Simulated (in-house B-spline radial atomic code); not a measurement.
# Zn⁺: a test of the knot spacing (logarithmic)

Aim: see how the result and the number of iterations for Zn⁺ depend on the knot spacing (logarithmic).

The numbers are computed with in-house B-spline radial atomic code version 1 (Dirac-Hartree-Fock, average of configuration, Fermi nucleus, basis-set limit), except any that are marked as measured or tabulated.

### 1 The system

```
element       : zinc (Z = 30)
charge        : +1
electrons     : 29
configuration : [Ar] 3d10 4s1
Hamiltonian   : Dirac-Coulomb
nucleus       : Fermi, rms radius 3.928 fm
```

Outer shells as boxes (Hund's rule):

[Ar] 3d10 4s1
```
[Ar] core
3d [↑↓][↑↓][↑↓][↑↓][↑↓]
4s [↑ ]
```

The boxes draw the filling by Hund's rule, which heavy ions in jj coupling don't follow; these runs average over all states of the configuration.

A run counts as converged when the orbital gradient is under the tolerance times 30 hartree (or under the basis's noise floor) and the energy moved by less than 1e-8 hartree times the root of its size. Energy differences under 5e-06 hartree are noise.

### 2 Reference run with standard settings

Settings, as recorded:

```ini
Z = 30
electrons = 29.0
configuration = [Ar] 3d10 4s1
hamiltonian = dirac
method = hf
spin_polarised = False
nucleus = fermi
rms_radius = 3.9283
mass_number = 64
atomic_mass = 63.929141776
speed_of_light = 137.035999084
knot_spacing = 0.22
spline_order = 8
gauss_points = 12
box_radius = 35.29
max_iterations = 70
damping = 0.5
damped_steps = 3
diis_vectors = 10
tolerance = 1e-08
start = Thomas-Fermi
```

The run is started by

```console
$ python run_scf.py task.json out
```

One command runs all members of the session, one after another, from task.json.

### 3 Knot spacing (logarithmic) 0.1

The settings differ from step 2 so:

```diff
@@ -11,3 +11,3 @@
 speed_of_light = 137.035999084
-knot_spacing = 0.22
+knot_spacing = 0.1
 spline_order = 8
```

### 4 Knot spacing (logarithmic) 0.15

The settings differ from step 3 so:

```diff
@@ -11,3 +11,3 @@
 speed_of_light = 137.035999084
-knot_spacing = 0.1
+knot_spacing = 0.15
 spline_order = 8
```

### 5 Knot spacing (logarithmic) 0.3

The settings differ from step 4 so:

```diff
@@ -11,3 +11,3 @@
 speed_of_light = 137.035999084
-knot_spacing = 0.15
+knot_spacing = 0.3
 spline_order = 8
```

### 6 Knot spacing (logarithmic) 0.4

The settings differ from step 5 so:

```diff
@@ -11,3 +11,3 @@
 speed_of_light = 137.035999084
-knot_spacing = 0.3
+knot_spacing = 0.4
 spline_order = 8
```

### 7 Knot spacing (logarithmic) 0.55

The settings differ from step 6 so:

```diff
@@ -11,3 +11,3 @@
 speed_of_light = 137.035999084
-knot_spacing = 0.4
+knot_spacing = 0.55
 spline_order = 8
```

### 8 Knot spacing (logarithmic) 0.75

The settings differ from step 7 so:

```diff
@@ -11,3 +11,3 @@
 speed_of_light = 137.035999084
-knot_spacing = 0.55
+knot_spacing = 0.75
 spline_order = 8
```

### 9 Knot spacing (logarithmic) 1

The settings differ from step 8 so:

```diff
@@ -11,3 +11,3 @@
 speed_of_light = 137.035999084
-knot_spacing = 0.75
+knot_spacing = 1.0
 spline_order = 8
```

### 10 Knot spacing (logarithmic) 1.4

The settings differ from step 9 so:

```diff
@@ -11,3 +11,3 @@
 speed_of_light = 137.035999084
-knot_spacing = 1.0
+knot_spacing = 1.4
 spline_order = 8
```

### 11 Knot spacing (logarithmic) 2

The settings differ from step 10 so:

```diff
@@ -11,3 +11,3 @@
 speed_of_light = 137.035999084
-knot_spacing = 1.4
+knot_spacing = 2.0
 spline_order = 8
```

Which of these runs converge to the reference energy, which miss it and by about how much, and which fail?

As calculated:

| run | outcome | iterations | energy less the reference (hartree) |
| --- | --- | --- | --- |
| reference | converged | 10 | 0 |
| knot spacing (logarithmic) 0.1 | converged | 10 | below noise |
| knot spacing (logarithmic) 0.15 | converged | 10 | below noise |
| knot spacing (logarithmic) 0.3 | converged | 10 | below noise |
| knot spacing (logarithmic) 0.4 | converged | 10 | +0.000252 |
| knot spacing (logarithmic) 0.55 | converged | 10 | +0.056 |
| knot spacing (logarithmic) 0.75 | converged | 11 | +1.33 |
| knot spacing (logarithmic) 1 | converged | 10 | +21.3 |
| knot spacing (logarithmic) 1.4 | converged | 10 | +129 |
| knot spacing (logarithmic) 2 | converged | 9 | +359 |

What this shows: Of 9 changed inputs, 3 gave the reference energy within 1e-05 hartree and 6 converged to another value. The worst converged miss is +359 hartree (knot spacing (logarithmic) 2): knots so far apart cannot follow the orbitals.
